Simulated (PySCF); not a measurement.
# C8H11N: magnetic properties

What do calculations give for the magnetic properties of C8H11N (`C/N=C\C1=CC=CCC1`)?

Programs: PySCF 2.14.0, with routines of our own; each step states its level. All values are computed. Atoms count from 0.

## (1) The system as given

20 atoms, charge 0, multiplicity 1; geometry from: GFN2-xTB.

## (2) Magnetic properties: GIAO BHandHLYP/pcSseg-1

What the job is given:

```
{"job": {"kind": "mag", "xc": "BHandHLYP", "basis": "pcSseg-1", "isotopologues": 0}, "charge": 0, "multiplicity": 1}
C      3.083538     0.177314    -0.353216
N      2.456455    -0.990659    -0.888995
C      1.212180    -1.201022    -0.842271
C      0.113412    -0.385705    -0.326488
C      0.032563     0.949173    -0.459877
C     -1.121267     1.677210     0.022847
C     -2.247419     1.037154     0.336845
C     -2.345669    -0.451945     0.195869
C     -0.985518    -1.111621     0.411885
H      2.489839     0.705515     0.402093
H      3.309759     0.864216    -1.171429
H      4.033780    -0.140045     0.080195
H      0.905574    -2.169289    -1.236763
H      0.791538     1.509183    -0.984754
H     -1.051732     2.753596     0.079996
H     -3.135530     1.571765     0.640048
H     -2.719137    -0.678536    -0.811039
H     -3.069132    -0.855125     0.906353
H     -0.738067    -1.091989     1.480299
H     -1.020315    -2.158510     0.105668
```

Level: GIAO BHandHLYP/pcSseg-1 magnetisability, rotational g tensor and spin-rotation constants, non-relativistic, gas phase.

Command:

```bash
> OMP_NUM_THREADS=1 python excited_run.py task.json out
```

This one command runs all jobs of the session in turn.

Standard output:

```text
coarse grid: 16576 points
cycle   1  E = -365.7883224697  dE =  1.700e+00  |g| = 3.910e-01  |ddm| = 4.105e+00
cycle   2  E = -365.8078867058  dE = -1.956e-02  |g| = 3.576e-01  |ddm| = 8.345e-01
cycle   3  E = -365.8334411808  dE = -2.555e-02  |g| = 1.043e-01  |ddm| = 4.293e-01
cycle   4  E = -365.8356767657  dE = -2.236e-03  |g| = 3.697e-02  |ddm| = 1.092e-01
cycle   5  E = -365.8360165018  dE = -3.397e-04  |g| = 6.025e-03  |ddm| = 5.003e-02
cycle   6  E = -365.8360267191  dE = -1.022e-05  |g| = 1.966e-03  |ddm| = 8.807e-03
cycle   7  E = -365.8360280171  dE = -1.298e-06  |g| = 1.058e-03  |ddm| = 3.411e-03
final grid: 159752 points
cycle   8  E = -365.8858507738  dE = -2.824e-05  |g| = 3.695e-03  |ddm| = 2.609e-02
cycle   9  E = -365.8858519877  dE = -1.214e-06  |g| = 3.112e-03  |ddm| = 7.000e-03
cycle  10  E = -365.8858543906  dE = -2.403e-06  |g| = 3.713e-04  |ddm| = 3.197e-03
cycle  11  E = -365.8858544206  dE = -3.003e-08  |g| = 1.952e-04  |ddm| = 6.014e-04
cycle  12  E = -365.8858544303  dE = -9.617e-09  |g| = 3.881e-05  |ddm| = 2.636e-04
cycle  13  E = -365.8858544307  dE = -4.293e-10  |g| = 1.588e-05  |ddm| = 6.296e-05
converged SCF energy = -365.8858544307

Magnetisability tensor (1e-30 J/T^2)
    -1083.16       15.17     -152.77
       15.17    -1134.61       63.21
     -152.77       63.21    -1353.57
isotropic -1190.45   principal values   -1435.93  -1122.38  -1013.04
isotropic susceptibility -71.690 1e-6 cm^3/mol

Inertial axes            a          b          c
rot. const./GHz      3.7621     1.0532     0.8654
chi total           -62.620    -67.866    -84.586
chi diamagnetic    -455.965  -1267.500  -1527.541
chi paramagnetic    393.346   1199.634   1442.956
quadrupole/D A       -4.274      6.306     -2.032
g nuclear            0.6355     0.5764     0.5813
g electronic        -0.6952    -0.5936    -0.5867
g total             -0.0597    -0.0172    -0.0053

Spin-rotation constants (kHz, H = +C I.J)
atom  isotope        aa         bb         cc
  1    14N        0.999      0.292      0.052
  9     1H       -0.072     -0.085     -0.049
 10     1H       -0.344     -0.036     -0.029
 11     1H        0.039     -0.108     -0.046
 12     1H       -0.347      0.088     -0.059
 13     1H       -0.015     -0.020     -0.083
 14     1H       -0.350      0.102     -0.101
 15     1H        0.307     -0.090     -0.097
 16     1H       -0.382     -0.104      0.016
 17     1H       -0.160     -0.071     -0.065
 18     1H       -0.402     -0.114      0.029
 19     1H       -0.382      0.032     -0.100
  0    13C*       0.792      0.169      0.145
  2    13C*       1.361      0.513      0.223
  3    13C*       1.819      0.333      0.145
  4    13C*       1.713      0.361      0.146
  5    13C*       1.380      0.474      0.113
  6    13C*       1.610      0.433      0.116
  7    13C*       0.645      0.162      0.118
  8    13C*       0.607      0.173      0.123
* in the singly substituted isotopologue
```

Run time: 55 s. Hardware: 1 thread of AMD EPYC 7R43, shared host; peak memory 1 GiB.

In short:

| quantity | value |
| --- | --- |
| magnetisability | -1190·10⁻³⁰ J/T² |
| molar susceptibility | -71.7·10⁻⁶ cm³/mol |
| rotational g (a, b, c) | -0.0597, -0.0172, -0.0053 |

## (3) Results

| quantity | value |
| --- | --- |
| magnetisability (step 2, GIAO BHandHLYP/pcSseg-1) | -1190·10⁻³⁰ J/T² |
| molar susceptibility (step 2, GIAO BHandHLYP/pcSseg-1) | -71.7·10⁻⁶ cm³/mol |
| rotational g (a, b, c) (step 2, GIAO BHandHLYP/pcSseg-1) | -0.0597, -0.0172, -0.0053 |

What this shows: The values above hold for this geometry and these levels alone. Vibrational averaging and real surroundings are missing from these values.
